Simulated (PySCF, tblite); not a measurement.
# C₆H₁₂SSi₂: geometry, infrared bands and NMR shifts

Aim: predict the infrared bands and NMR shifts of C₆H₁₂SSi₂ (`CC(=S)C1=C(C[SiH3])C[SiH2]1`).

Programs: tblite 0.8.0 and PySCF 2.14.0, with density-fitted response routines of our own. Each step states its level of theory. These are calculated values for one molecule in the gas phase, unless marked as measured. Atoms count from 0, in the outputs and in this text.

**1. The molecule as given**

21 atoms, charge 0, multiplicity 1; geometry from: force field or distance geometry start.

Bonds of the start (Å): C0–C1 1.51, C1–S2 1.66, C1–C3 1.48, C3–C4 1.36, C4–C5 1.59, C5–Si6 1.87, C4–C7 1.57, C7–Si8 1.88, Si8–C3 1.85, C0–H9 1.09, C0–H10 1.08, C0–H11 1.11, C5–H12 1.09, C5–H13 1.09, Si6–H14 1.49, Si6–H15 1.48, Si6–H16 1.49, C7–H17 1.09, C7–H18 1.09, Si8–H19 1.48, Si8–H20 1.48.

**2. Relaxing the molecule with GFN2-xTB**

What the job is given:

```
{"job": {"kind": "relax", "xc": "GFN2-xTB", "basis": "xTB"}, "charge": 0, "multiplicity": 1}
C     -2.004600     0.647200     1.373800
C     -2.117200     0.076400    -0.022600
S     -3.538500     0.137500    -0.869500
C     -0.921100    -0.535400    -0.650100
C      0.357900    -0.079800    -0.643900
C      1.038000     1.239600    -0.084100
Si     2.146900     1.002300     1.400200
C      1.048600    -1.204500    -1.486100
Si    -0.619000    -2.066000    -1.648400
H     -1.786100     1.716400     1.318000
H     -1.231100     0.143800     1.942900
H     -2.958300     0.526400     1.922100
H      1.635400     1.670900    -0.884400
H      0.270900     1.975700     0.146300
H      1.360300     0.489000     2.558800
H      3.236400     0.039700     1.110200
H      2.757900     2.297000     1.806100
H      1.791900    -1.808500    -0.959000
H      1.469400    -0.887400    -2.440500
H     -1.193600    -2.040800    -3.013100
H     -0.752800    -3.322700    -0.877000
```

Run with:

```console
$ OMP_NUM_THREADS=1 python probes_run.py task.json out
```

This one command runs all jobs of the session in turn.

**Question.** This job is followed by: GFN2-xTB harmonic vibrations, gas phase; GIAO PBE0/pcSseg-1 NMR shielding, non-relativistic, gas phase. What will the session give for the following? strongest single infrared mode (GFN2-xTB); zero-point energy (GFN2-xTB); 13C shifts against TMS (PBE0/pcSseg-1); 1H shifts against TMS (PBE0/pcSseg-1, means over atoms taken as alike); 33S shifts against CS2 (PBE0/pcSseg-1); 29Si shifts against TMS (PBE0/pcSseg-1).

As calculated:

| quantity | value |
| --- | --- |
| strongest single infrared mode (GFN2-xTB) | 2297 cm⁻¹, 455 km/mol |
| zero-point energy (GFN2-xTB) | 94.1 kcal/mol |
| 13C shifts against TMS (PBE0/pcSseg-1) | 248.4, 172.4, 155.2, 38.7, 25.2, 20.8 ppm |
| 1H shifts against TMS (PBE0/pcSseg-1, means over atoms taken as alike) | 4.64, 4.07, 3.16, 2.60, 1.76 ppm |
| 33S shifts against CS2 (PBE0/pcSseg-1) | 1001 ppm |
| 29Si shifts against TMS (PBE0/pcSseg-1) | -61.0, -68.0 ppm |

In words: Relaxing lowered the energy by 0.585 eV in 145 steps; the close pair that moved most is C4–C5, from 1.586 to 1.464 Å. All 57 modes are real, so the xTB geometry is a minimum. The strongest single mode, at 2297 cm⁻¹, moves mainly H20. GFN2-xTB is a fitted tight-binding method: band positions and strengths are rough. Its intensities can rank the bands wrongly. C1 (thiocarbonyl carbon) lies farthest downfield among carbon, at 248.4 ppm; low-lying n→π* states of the double bond to the heteroatom give a large paramagnetic term (-319 ppm). At PBE0/pcSseg-1: Shielding is most anisotropic at S2 (span 2048 ppm, paramagnetic term -1554 ppm).
